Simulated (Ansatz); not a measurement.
# F2H2NSi radical: up Jacob's ladder to CCSD(T)

Aim: compute F2H2NSi radical with functionals from several rungs and with coupled cluster, and see how far each lands from CCSD(T) at the basis-set limit for the atomisation energy.

Program: Ansatz 0.2.0, Gaussian basis. Level of theory: functionals in def2-TZVPP, the program's frozen cores in correlated methods. These are calculated values, not measurements.

The runs, in order: LDA (SPW92), PBE-D4, revPBE-D4, BLYP-D4, r2SCAN-D4, B97M-V, PBE0-D4, B3LYP-D4, r2SCANh-D4, r2SCAN0-D4, HSE06-D4, BHLYP-D4, CAM-B3LYP-D4, LC-ωPBE, ωB97X-V, ωB97M-V, B2PLYP, PBE-QIDH; CCSD(T)/def2-SVP; CCSD(T)/def2-TZVPP; MP2/def2-QZVPP; extrapolation to the limit; RPA on PBE.

## 1. The relaxed structure

An earlier PBE0-D4 in a triple-zeta def2 set relaxation fixed the geometry.

6 atoms, charge 0, spin multiplicity 2.

Atoms are counted from 1 here; the program's logs count them from 0.

Bond lengths: N1–Si2 1.728 Å, N1–H5 1.021 Å, Si2–F3 1.580 Å, Si2–F4 1.587 Å, Si2–H6 1.473 Å. Angles: Si2–N1–H5 116.5°, N1–Si2–F3 107.9°, N1–Si2–F4 114.0°, N1–Si2–H6 109.2°, F3–Si2–F4 106.4°, F3–Si2–H6 109.9°, F4–Si2–H6 109.3°.

## 2. LDA

This LDA is Slater exchange with PW92 correlation.

The input, in.yaml:

```yaml
crystal:
  periodic: [false, false, false]
  atoms:
    - {symbol: N, position_ang: [-0.025363, 1.001706, -0.903745]}
    - {symbol: Si, position_ang: [0.188042, -0.244928, 0.273027]}
    - {symbol: F, position_ang: [1.578663, -0.941446, -0.004651]}
    - {symbol: F, position_ang: [-0.908640, -1.390178, 0.207406]}
    - {symbol: H, position_ang: [-0.977794, 1.156659, -1.236522]}
    - {symbol: H, position_ang: [0.187194, 0.354087, 1.618286]}
basis:
  gaussian: {orbitals: def2-TZVPP}
magnetization: {spin_polarized: true, initial_magnetization: 1}
hamiltonian: {xc: lda}
output: {orbitals: {seedname: orbitals}}
```

After this run come: PBE-D4 (GGA); revPBE-D4 (GGA); BLYP-D4 (GGA); r2SCAN-D4 (meta-GGA); B97M-V (meta-GGA); PBE0-D4 (hybrid); B3LYP-D4 (hybrid); r2SCANh-D4 (hybrid); r2SCAN0-D4 (hybrid); HSE06-D4 (hybrid); BHLYP-D4 (hybrid); CAM-B3LYP-D4 (range-separated); LC-ωPBE-D4 (range-separated); ωB97X-V (range-separated); ωB97M-V (range-separated); B2PLYP (double hybrid); PBE-QIDH (double hybrid); CCSD(T) in def2-SVP; CCSD(T) in def2-TZVPP; MP2 in def2-QZVPP; RPA on PBE orbitals.

**Question.** What will the summary of the whole plan be? Wanted: atomisation energy, CCSD(T)/CBS; farthest beyond LDA; mean size of error, GGA; mean size of error, meta-GGA; mean size of error, hybrid; mean size of error, range-separated; mean size of error, double hybrid; gap, smallest and largest; T1 diagnostic.

As calculated:

| quantity | value |
| --- | --- |
| atomisation energy, CCSD(T)/CBS | 2202.3 kJ/mol |
| functionals within 11.0 kJ/mol (0.5 %) | BLYP-D4, r2SCAN-D4, B97M-V, B3LYP-D4, ωB97X-V, ωB97M-V |
| farthest beyond LDA | BHLYP-D4 (-89.4 kJ/mol) |
| mean size of error, GGA | 23.6 kJ/mol |
| mean size of error, meta-GGA | 3.6 kJ/mol |
| mean size of error, hybrid | 43.6 kJ/mol |
| mean size of error, range-separated | 8.1 kJ/mol |
| mean size of error, double hybrid | 37.6 kJ/mol |
| gap, smallest and largest | 0.98 eV (LDA (SPW92)), 10.29 eV (LC-ωPBE) |
| T1 diagnostic | 0.0124 |
| triples share of the correlation energy | 2.9 % |

**Reading.** LDA overbinds by 309.9 kJ/mol (14 %). PBE-D4 is off by +22.3 kJ/mol. Double hybrids carry the basis error of their MP2 part in triple zeta, and no dispersion term here, so their miss is partly the set-up's. The rungs meta-GGA, range-separated miss on average by less than the doubt on the reference (11.0 kJ/mol), so they tie. Misses under about 11.0 kJ/mol are within the doubt on the reference itself, which lacks core-valence correlation, relativity and higher excitations. Hartree-Fock recovers 71 % of the binding; the rest is correlation. CCSD(T) in def2-SVP is off by -234.9 kJ/mol, which most functionals beat. The gap grows from 1.0 to 10.3 eV across the functionals, mostly with the share of exact exchange.
